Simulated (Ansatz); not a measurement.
Predict the output of the script below (Ansatz 0.2.0 through its Python package).

`tl3cu.py`:
```python
"""k-point test for Tl3Cu."""

import csv
import warnings

import ansatz
from ase import Atoms

XC = "pbesol"
ECUT = 510
SCF_TOL = 1e-09


def main() -> None:
    warnings.simplefilter("ignore", ansatz.DeckWarning)

    atoms = Atoms(
        ["Tl", "Tl", "Tl", "Cu"],
        scaled_positions=[
            [0.0, 0.5, 0.5],
            [0.5, 0.0, 0.5],
            [0.5, 0.5, 0.0],
            [0.0, 0.0, 0.0],
        ],
        cell=[
            [4.717, 0.0, 0.0],
            [0.0, 4.717, 0.0],
            [0.0, 0.0, 4.717],
        ],
        pbc=True,
    )
    tl3cu = ansatz.Crystal.from_ase(atoms)

    base = (
        tl3cu.calculation()
        .functional(XC)
        .pseudopotentials("paw")
        .basis(ECUT)
        .occupations(ansatz.OccupationsMethod.GAUSSIAN)
        .scf(tolerance=SCF_TOL)
    )

    rows = []
    for value in [(2, 2, 2), (3, 3, 3), (4, 4, 4), (5, 5, 5), (6, 6, 6)]:
        rep = base.kpoints(mesh=value).run(threads=1).report
        rows.append((value, rep["free_energy_ev"] / len(rep["lattice"]["sites"]), rep["n_iterations"], rep["n_kpoints"]))

    with open("kconv.csv", "w", newline="") as handle:
        writer = csv.writer(handle)
        writer.writerow(["mesh", "F/atom (eV)", "iterations", "k-points"])
        writer.writerows([round(v, 5) if isinstance(v, float) else v for v in row] for row in rows)

    # the last row is the reference
    for row in rows[:-1]:
        shift = 1000 * (row[1] - rows[-1][1])
        print(f"{row[0]}: {shift:+.2f} meV/atom" + ("  (within 1 meV)" if abs(shift) < 1 else ""))


if __name__ == "__main__":
    main()
```

```console
$ python tl3cu.py
(2, 2, 2): +83.31 meV/atom
(3, 3, 3): +37.28 meV/atom
(4, 4, 4): -17.46 meV/atom
(5, 5, 5): -1.43 meV/atom
```

File `kconv.csv` afterwards:
```csv
mesh,F/atom (eV),iterations,k-points
"(2, 2, 2)",-10118.53592,11,4
"(3, 3, 3)",-10118.58195,9,4
"(4, 4, 4)",-10118.63669,9,10
"(5, 5, 5)",-10118.62066,9,10
"(6, 6, 6)",-10118.61923,8,20
```

Spin-orbit coupling, which matters for elements this heavy, is left out. The structure comes from a database of computed cells and needn't be a stable or known phase. Shifts are counted from the finest mesh, which is itself no proven limit. The whole script took 12 s on 1 thread of Arm Neoverse V2, on a shared host, peak memory 0.45 GiB.
